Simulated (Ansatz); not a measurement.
# Ba48As24O12, 84 atoms: tuning a run for speed

Wanted: the time that a molecular-dynamics run at LDA takes for Ba48As24O12, and which launch flags, input keys and shares of the machine shorten it.

Program: Ansatz 0.2.0 (molecular dynamics, LDA, plane waves PAW). Host: AMD EPYC 7R13 (Zen 3), 96 cores, 96 hardware threads, 1656 GiB, 8 × H100 80GB HBM3, 81559 MiB; it was booked for these runs alone, one at a time. Each run is timed once from launch to exit, start-up included.

### Step 1. The system

The cell holds 84 atoms in 2826 Å³, 2×2×3 copies of a database cell.

### Step 2. First run

Input file input.yaml:

```yaml
crystal:
  lattice:
    - [-5.202144, 5.202144, 17.404396]
    - [5.202144, -5.202144, 17.404396]
    - [7.803216, 7.803216, -26.106594]
  atoms:
    - { symbol: Ba, position: [0.337697, 0.337697, 0.000000] }
    - { symbol: Ba, position: [0.162303, 0.162303, 0.000000] }
    - { symbol: Ba, position: [0.250000, 0.000000, 0.166667] }
    - { symbol: Ba, position: [0.000000, 0.250000, 0.166667] }
    - { symbol: As, position: [0.432191, 0.432191, 0.000000] }
    - { symbol: As, position: [0.067809, 0.067809, 0.000000] }
    - { symbol: O, position: [0.250000, 0.250000, 0.000000] }
    - { symbol: Ba, position: [0.337697, 0.337697, 0.333333] }
    - { symbol: Ba, position: [0.162303, 0.162303, 0.333333] }
    - { symbol: Ba, position: [0.250000, 0.000000, 0.500000] }
    - { symbol: Ba, position: [0.000000, 0.250000, 0.500000] }
    - { symbol: As, position: [0.432191, 0.432191, 0.333333] }
    - { symbol: As, position: [0.067809, 0.067809, 0.333333] }
    - { symbol: O, position: [0.250000, 0.250000, 0.333333] }
    - { symbol: Ba, position: [0.337697, 0.337697, 0.666667] }
    - { symbol: Ba, position: [0.162303, 0.162303, 0.666667] }
    - { symbol: Ba, position: [0.250000, 0.000000, 0.833333] }
    - { symbol: Ba, position: [0.000000, 0.250000, 0.833333] }
    - { symbol: As, position: [0.432191, 0.432191, 0.666667] }
    - { symbol: As, position: [0.067809, 0.067809, 0.666667] }
    - { symbol: O, position: [0.250000, 0.250000, 0.666667] }
    - { symbol: Ba, position: [0.337697, 0.837697, 0.000000] }
    - { symbol: Ba, position: [0.162303, 0.662303, 0.000000] }
    - { symbol: Ba, position: [0.250000, 0.500000, 0.166667] }
    - { symbol: Ba, position: [0.000000, 0.750000, 0.166667] }
    - { symbol: As, position: [0.432191, 0.932191, 0.000000] }
    - { symbol: As, position: [0.067809, 0.567809, 0.000000] }
    - { symbol: O, position: [0.250000, 0.750000, 0.000000] }
    - { symbol: Ba, position: [0.337697, 0.837697, 0.333333] }
    - { symbol: Ba, position: [0.162303, 0.662303, 0.333333] }
    - { symbol: Ba, position: [0.250000, 0.500000, 0.500000] }
    - { symbol: Ba, position: [0.000000, 0.750000, 0.500000] }
    - { symbol: As, position: [0.432191, 0.932191, 0.333333] }
    - { symbol: As, position: [0.067809, 0.567809, 0.333333] }
    - { symbol: O, position: [0.250000, 0.750000, 0.333333] }
    - { symbol: Ba, position: [0.337697, 0.837697, 0.666667] }
    - { symbol: Ba, position: [0.162303, 0.662303, 0.666667] }
    - { symbol: Ba, position: [0.250000, 0.500000, 0.833333] }
    - { symbol: Ba, position: [0.000000, 0.750000, 0.833333] }
    - { symbol: As, position: [0.432191, 0.932191, 0.666667] }
    - { symbol: As, position: [0.067809, 0.567809, 0.666667] }
    - { symbol: O, position: [0.250000, 0.750000, 0.666667] }
    - { symbol: Ba, position: [0.837697, 0.337697, 0.000000] }
    - { symbol: Ba, position: [0.662303, 0.162303, 0.000000] }
    - { symbol: Ba, position: [0.750000, 0.000000, 0.166667] }
    - { symbol: Ba, position: [0.500000, 0.250000, 0.166667] }
    - { symbol: As, position: [0.932191, 0.432191, 0.000000] }
    - { symbol: As, position: [0.567809, 0.067809, 0.000000] }
    - { symbol: O, position: [0.750000, 0.250000, 0.000000] }
    - { symbol: Ba, position: [0.837697, 0.337697, 0.333333] }
    - { symbol: Ba, position: [0.662303, 0.162303, 0.333333] }
    - { symbol: Ba, position: [0.750000, 0.000000, 0.500000] }
    - { symbol: Ba, position: [0.500000, 0.250000, 0.500000] }
    - { symbol: As, position: [0.932191, 0.432191, 0.333333] }
    - { symbol: As, position: [0.567809, 0.067809, 0.333333] }
    - { symbol: O, position: [0.750000, 0.250000, 0.333333] }
    - { symbol: Ba, position: [0.837697, 0.337697, 0.666667] }
    - { symbol: Ba, position: [0.662303, 0.162303, 0.666667] }
    - { symbol: Ba, position: [0.750000, 0.000000, 0.833333] }
    - { symbol: Ba, position: [0.500000, 0.250000, 0.833333] }
    - { symbol: As, position: [0.932191, 0.432191, 0.666667] }
    - { symbol: As, position: [0.567809, 0.067809, 0.666667] }
    - { symbol: O, position: [0.750000, 0.250000, 0.666667] }
    - { symbol: Ba, position: [0.837697, 0.837697, 0.000000] }
    - { symbol: Ba, position: [0.662303, 0.662303, 0.000000] }
    - { symbol: Ba, position: [0.750000, 0.500000, 0.166667] }
    - { symbol: Ba, position: [0.500000, 0.750000, 0.166667] }
    - { symbol: As, position: [0.932191, 0.932191, 0.000000] }
    - { symbol: As, position: [0.567809, 0.567809, 0.000000] }
    - { symbol: O, position: [0.750000, 0.750000, 0.000000] }
    - { symbol: Ba, position: [0.837697, 0.837697, 0.333333] }
    - { symbol: Ba, position: [0.662303, 0.662303, 0.333333] }
    - { symbol: Ba, position: [0.750000, 0.500000, 0.500000] }
    - { symbol: Ba, position: [0.500000, 0.750000, 0.500000] }
    - { symbol: As, position: [0.932191, 0.932191, 0.333333] }
    - { symbol: As, position: [0.567809, 0.567809, 0.333333] }
    - { symbol: O, position: [0.750000, 0.750000, 0.333333] }
    - { symbol: Ba, position: [0.837697, 0.837697, 0.666667] }
    - { symbol: Ba, position: [0.662303, 0.662303, 0.666667] }
    - { symbol: Ba, position: [0.750000, 0.500000, 0.833333] }
    - { symbol: Ba, position: [0.500000, 0.750000, 0.833333] }
    - { symbol: As, position: [0.932191, 0.932191, 0.666667] }
    - { symbol: As, position: [0.567809, 0.567809, 0.666667] }
    - { symbol: O, position: [0.750000, 0.750000, 0.666667] }
kpoints:
  mp_grid: { grid: [2, 2, 2] }
basis: { ecutwfc: 300 }
hamiltonian:
  xc: lda
  pseudopotentials: { azcp: { folder: soft_1 } }
scf:
  occupations: { method: gaussian, width: 0.02 }
md: { ensemble: nvt_langevin, temperature: 1200, timestep: 1.0, n_steps: 10, initial_velocities: maxwell_boltzmann, seed: 1 }
```

Command:

```
$ ansatz run input.yaml --backend cuda --devices 1 --events-out ev --progress --plain --runs-dir out
```

### Step 3. On 8 GPUs, 48 threads

input.yaml is that of step 2.

### Step 4. On 4 GPUs, 32 threads

input.yaml is that of step 3.

### Step 5. On 2 GPUs, 48 threads

input.yaml is that of step 4.

### Step 6. Change: --kpoint-batch 2

input.yaml is that of step 5.

### Step 7. Change: --slots 4

input.yaml is that of step 6.

### Step 8. Change: mixing anderson

Edit input.yaml of step 7 so:

```diff
@@ -98,2 +98,3 @@
   occupations: { method: gaussian, width: 0.02 }
+  mixing: { algorithm: anderson }
 md: { ensemble: nvt_langevin, temperature: 1200, timestep: 1.0, n_steps: 10, initial_velocities: maxwell_boltzmann, seed: 1 }
```

### Step 9. Change: algorithm direct_min

Edit input.yaml of step 8 so:

```diff
@@ -98,3 +98,3 @@
   occupations: { method: gaussian, width: 0.02 }
-  mixing: { algorithm: anderson }
+  algorithm: direct_min
 md: { ensemble: nvt_langevin, temperature: 1200, timestep: 1.0, n_steps: 10, initial_velocities: maxwell_boltzmann, seed: 1 }
```

### Step 10. Change: dr2_threshold 1.0e-4

Edit input.yaml of step 9 so:

```diff
@@ -98,3 +98,3 @@
   occupations: { method: gaussian, width: 0.02 }
-  algorithm: direct_min
+  convergence: { dr2_threshold: 1.0e-4 }
 md: { ensemble: nvt_langevin, temperature: 1200, timestep: 1.0, n_steps: 10, initial_velocities: maxwell_boltzmann, seed: 1 }
```

### Step 11. Change: ndim 8

Edit input.yaml of step 10 so:

```diff
@@ -98,3 +98,3 @@
   occupations: { method: gaussian, width: 0.02 }
-  convergence: { dr2_threshold: 1.0e-4 }
+  mixing: { ndim: 8 }
 md: { ensemble: nvt_langevin, temperature: 1200, timestep: 1.0, n_steps: 10, initial_velocities: maxwell_boltzmann, seed: 1 }
```

(Steps that only read results are left out.)

Q: Predict the timings and the best choice. Wanted: reference; fastest over GPUs; speed-up from 1 to 8 GPUs; best change; worst change.

The runs gave:

| quantity | value |
| --- | --- |
| reference | 27 s on 1 GPU, 48 threads |
| fastest over GPUs | 17 s on 8 |
| speed-up from 1 to 8 GPUs | 1.6 (20 % efficient) |
| best change | dr2_threshold 1.0e-4: 1.2 times as fast |
| worst change | --kpoint-batch 2: 1.4 times as slow |

Going from 1 to 8 GPUs cuts the time by a factor of 1.6, 20 % of the ideal. Efficiency stays over one half up to 2 GPUs among the points run; beyond that, several jobs side by side use the machine better. Changes under about 3 % are taken as noise (repeats on such hosts differ by a few per cent). dr2_threshold 1.0e-4 gains most, with 40 SCF iterations in place of 77. --kpoint-batch 2 costs most. No result came from: algorithm direct_min (time limit). In the reference run the eigensolver takes 44 % of the time. The figures hold for this build, input and host.
